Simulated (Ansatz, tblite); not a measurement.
**The cluster Cd13Te13H30: a ladder of methods and basis sets**

The task here is to estimate one member of a computed series from the others.

The runs use Ansatz 0.2.0, Gaussian basis; as each input shows.

Plan: GFN1-xTB, GFN2-xTB, PBE-D4/def2-TZVP, r2SCAN-D4/def2-TZVP, PBE-D4/def2-SVP, PBE0-D4/def2-SVP.

1 further run of the same task is left out (set aside as unsound or not needed).

## The geometry

The geometry is that of the singlet, from an earlier relaxation (PBE-D4/def2-SVP).

56 atoms, charge 0, spin multiplicity 1.

Bond lengths: Cd1–Te14 3.099 Å, Cd1–Te15 2.928 Å, Cd1–Te17 2.898 Å, Cd1–H27 1.702 Å, Cd2–Te14 2.894 Å, Cd2–Te16 3.036 Å, Cd2–Te18 2.971 Å, Cd2–H28 1.714 Å, Cd3–Cd5 3.338 Å, Cd3–Te14 2.909 Å, Cd3–Te19 2.957 Å, Cd3–H29 1.704 Å, Cd3–H30 2.075 Å, Cd4–Te17 2.898 Å, Cd4–Te19 2.929 Å, Cd4–Te20 3.098 Å, Cd4–H31 1.702 Å, Cd5–H30 1.741 Å and more. Angles: Te14–Cd1–Te15 88.8°, Te14–Cd1–Te17 88.2°, Te14–Cd1–H27 114.3°, Te15–Cd1–Te17 99.8°, Te15–Cd1–H27 125.8°, Te17–Cd1–H27 127.6°, Te14–Cd2–Te16 102.8°, Te14–Cd2–Te18 90.9°, Te14–Cd2–H28 128.4°, Te16–Cd2–Te18 103.5°, Te16–Cd2–H28 111.2°, Te18–Cd2–H28 116.1°, Cd5–Cd3–Te14 100.5°, Cd5–Cd3–Te19 67.7°, Cd5–Cd3–H29 120.9°, Cd5–Cd3–H30 26.3°, Te14–Cd3–Te19 97.2°, Te14–Cd3–H29 129.4° and more.

Cd, Te take a core potential in the def2 sets. No spin-orbit coupling is included.

PBE0-D4/def2-TZVP was run before; its log isn't repeated, and its numbers join the tables.

The first run:

Tight binding, by tblite at 300 K electronic temperature and without a spin-polarisation term:

```python
tblite.interface.Calculator('GFN1-xTB', numbers, positions, charge=0, uhf=0).singlepoint()
```

Tight binding, by tblite at 300 K electronic temperature and without a spin-polarisation term:

```python
tblite.interface.Calculator('GFN2-xTB', numbers, positions, charge=0, uhf=0).singlepoint()
```

start.molden holds the orbitals of an earlier run on this state, given as this run's starting guess.

File in.yaml:

```yaml
crystal:
  periodic: [false, false, false]
  atoms:
    - {symbol: Cd, position_ang: [-2.626970, -3.032861, -0.342858]}
    - {symbol: Cd, position_ang: [-2.685645, 0.825185, -4.089257]}
    - {symbol: Cd, position_ang: [-5.579525, 1.423193, -0.969797]}
    - {symbol: Cd, position_ang: [-3.031683, 0.346323, 2.627696]}
    - {symbol: Cd, position_ang: [-4.041708, 4.062629, -2.316497]}
    - {symbol: Cd, position_ang: [2.317689, -4.041700, -4.063217]}
    - {symbol: Cd, position_ang: [0.969728, -5.577256, -1.421358]}
    - {symbol: Cd, position_ang: [0.344299, -2.618077, 3.034128]}
    - {symbol: Cd, position_ang: [4.086506, -2.685122, -0.825929]}
    - {symbol: Cd, position_ang: [0.581732, 0.581420, -0.584383]}
    - {symbol: Cd, position_ang: [0.829674, 4.089365, 2.679066]}
    - {symbol: Cd, position_ang: [4.062014, 2.319476, 4.041232]}
    - {symbol: Cd, position_ang: [1.424676, 0.971245, 5.579365]}
    - {symbol: Te, position_ang: [-3.908129, -0.733353, -1.979007]}
    - {symbol: Te, position_ang: [-0.860502, -3.583007, -2.612552]}
    - {symbol: Te, position_ang: [-0.669439, -1.109857, -5.276474]}
    - {symbol: Te, position_ang: [-1.042584, -1.039919, 1.040797]}
    - {symbol: Te, position_ang: [-1.091031, 2.354739, -2.102821]}
    - {symbol: Te, position_ang: [-3.582783, 2.614413, 0.857596]}
    - {symbol: Te, position_ang: [-0.729499, 1.980528, 3.904371]}
    - {symbol: Te, position_ang: [-1.106607, 5.276231, 0.663515]}
    - {symbol: Te, position_ang: [2.099788, -1.093608, -2.355548]}
    - {symbol: Te, position_ang: [1.977001, -3.905353, 0.734571]}
    - {symbol: Te, position_ang: [2.619095, -0.853986, 3.581417]}
    - {symbol: Te, position_ang: [5.279137, -0.666665, 1.103388]}
    - {symbol: Te, position_ang: [2.355739, 2.098333, 1.088972]}
    - {symbol: H, position_ang: [-3.747772, -4.119766, 0.333932]}
    - {symbol: H, position_ang: [-3.453485, 1.747473, -5.312818]}
    - {symbol: H, position_ang: [-7.257330, 1.443298, -0.675072]}
    - {symbol: H, position_ang: [-4.943502, 2.593334, -2.561052]}
    - {symbol: H, position_ang: [-4.120243, -0.327741, 3.748376]}
    - {symbol: H, position_ang: [-3.423118, 5.622831, -2.259156]}
    - {symbol: H, position_ang: [2.261703, -3.424237, -5.623729]}
    - {symbol: H, position_ang: [0.675668, -7.255130, -1.441311]}
    - {symbol: H, position_ang: [2.559975, -4.942114, -2.592687]}
    - {symbol: H, position_ang: [-0.325246, -3.738329, 4.126492]}
    - {symbol: H, position_ang: [5.314535, -3.453324, -1.741703]}
    - {symbol: H, position_ang: [1.751109, 5.312451, 3.448936]}
    - {symbol: H, position_ang: [5.619461, 2.263015, 3.415419]}
    - {symbol: H, position_ang: [1.437950, 0.669884, 7.256196]}
    - {symbol: H, position_ang: [2.597563, 2.564121, 4.950570]}
    - {symbol: H, position_ang: [-5.122186, -1.447846, -2.899481]}
    - {symbol: H, position_ang: [-1.814289, -4.800904, -3.275946]}
    - {symbol: H, position_ang: [-1.949557, -1.983847, -5.935442]}
    - {symbol: H, position_ang: [-0.692735, -0.123633, -6.664662]}
    - {symbol: H, position_ang: [0.052287, 2.950816, -3.183583]}
    - {symbol: H, position_ang: [-4.800149, 3.281554, 1.809498]}
    - {symbol: H, position_ang: [-1.444867, 2.901716, 5.117492]}
    - {symbol: H, position_ang: [-1.975704, 5.936977, 1.945953]}
    - {symbol: H, position_ang: [-0.116776, 6.661791, 0.685326]}
    - {symbol: H, position_ang: [3.180087, 0.049221, -2.953333]}
    - {symbol: H, position_ang: [2.897139, -5.118891, 1.450340]}
    - {symbol: H, position_ang: [3.281913, -1.809912, 4.798219]}
    - {symbol: H, position_ang: [5.945842, -1.940839, 1.980252]}
    - {symbol: H, position_ang: [6.663165, -0.689939, 0.111300]}
    - {symbol: H, position_ang: [2.957592, 3.175633, -0.054712]}
basis:
  gaussian: {orbitals: def2-TZVP, fitting: {mean_field: def2-universal-jkfit}, initial_orbitals: start.molden}
hamiltonian: {xc: pbe, dispersion: d4}
scf: {omitted_lower_state_checks: [starts]}
output: {orbitals: {seedname: orbitals}}
```

On the command line:

```sh
$ ansatz run in.yaml --threads 11 --pin off --events-out ev --progress --plain --max-ram 110592MiB --backend cuda --devices 0, --max-vram 75GiB
```

Among the steps run: PBE-D4/def2-TZVP; r2SCAN-D4/def2-TZVP; PBE-D4/def2-SVP; PBE0-D4/def2-SVP.

One table of the session follows, with a row left open; its other results are not shown here.

It belongs to the step «Binding energy». 

```
              level  binding an atom (eV)
    PBE-D4/def2-SVP                 1.855
   PBE-D4/def2-TZVP                 1.850
r2SCAN-D4/def2-TZVP                     ?
   PBE0-D4/def2-SVP                 1.849
  PBE0-D4/def2-TZVP                 1.848
```

Estimate the missing values for r2SCAN-D4/def2-TZVP.

The run gave: binding an atom (eV): 1.862. In the column «binding an atom (eV)» it is the highest.

To keep in mind: Free atoms were run apart at each level; binding is atoms less cluster, divided by the number of atoms, without zero-point or spin-orbit terms.
